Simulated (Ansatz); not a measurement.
Consider a ladder of basis sets of GeH₅P, SMILES [PH2][GeH3] (Ansatz's Python interface).

`geh5p_basis.py`
```python
"""Basis-set convergence for GeH5P."""

import warnings

import ansatz

GEOMETRY = """
P     1.25140   -0.11820    0.86490
Ge   -0.80980    0.18600   -0.07290
H     1.94330    0.59390   -0.19550
H     1.43860   -1.42500    0.25890
H    -1.83860   -0.73400    0.63260
H    -1.23860    1.66640    0.09230
H    -0.74640   -0.16910   -1.58040
"""

warnings.simplefilter("ignore", ansatz.DeckWarning)

geh5p = ansatz.Crystal.molecule()
for line in GEOMETRY.strip().splitlines():
    symbol, *xyz = line.split()
    geh5p = geh5p.atom(symbol, [float(v) for v in xyz])

job = geh5p.calculation().functional("pbe0")

energies = {}
for basis in ["def2-SVP", "def2-SVPD", "def2-TZVP", "def2-TZVPP"]:
    report = job.basis(gaussian=basis).run(threads=1).report
    size = report["n_frozen"] + report["n_occupied"][0] + report["n_virtual"][0]
    energies[basis] = (report["reference_energy_ev"] / 27.211386246, report["free_energy_ev"] / 27.211386246)
    print(f"{basis:14s} {size:4d} orbitals  reference {energies[basis][0]:14.6f} Ha  total {energies[basis][1]:14.6f} Ha")

last = energies["def2-TZVPP"][1]
for basis, (_, total) in energies.items():
    print(f"{basis:14s} lies {27.211386 * (total - last):9.4f} eV above def2-TZVPP")
```

How far does the total energy move along this ladder of basis sets?

Against def2-SVP: def2-SVPD -4.7 mHa, def2-TZVP -380.9 mHa and def2-TZVPP -382.1 mHa. The last step alone is -1.25 mHa (these two sets differ little on atoms other than hydrogen). From the first set to the last the time grows from 1.6 to 3.0 s.

The output:

`python geh5p_basis.py` gives:
```text
def2-SVP         75 orbitals  reference   -2420.584738 Ha  total   -2420.584738 Ha
def2-SVPD       102 orbitals  reference   -2420.589415 Ha  total   -2420.589415 Ha
def2-TZVP       115 orbitals  reference   -2420.965599 Ha  total   -2420.965599 Ha
def2-TZVPP      160 orbitals  reference   -2420.966852 Ha  total   -2420.966852 Ha
def2-SVP       lies   10.3978 eV above def2-TZVPP
def2-SVPD      lies   10.2706 eV above def2-TZVPP
def2-TZVP      lies    0.0341 eV above def2-TZVPP
def2-TZVPP     lies    0.0000 eV above def2-TZVPP
```

Notes:
- The drop along the ladder measures the basis error, and is no property of the molecule.
- The geometry is a force-field or estimated start, not a minimum of this method, and the last set is no limit. Much of the fall in a total is atomic energy, which cancels in bond and reaction energies.
- Finished in 9.2 s on 1 thread of Arm Neoverse V2, with other jobs on the host, peak memory 0.36 GiB.
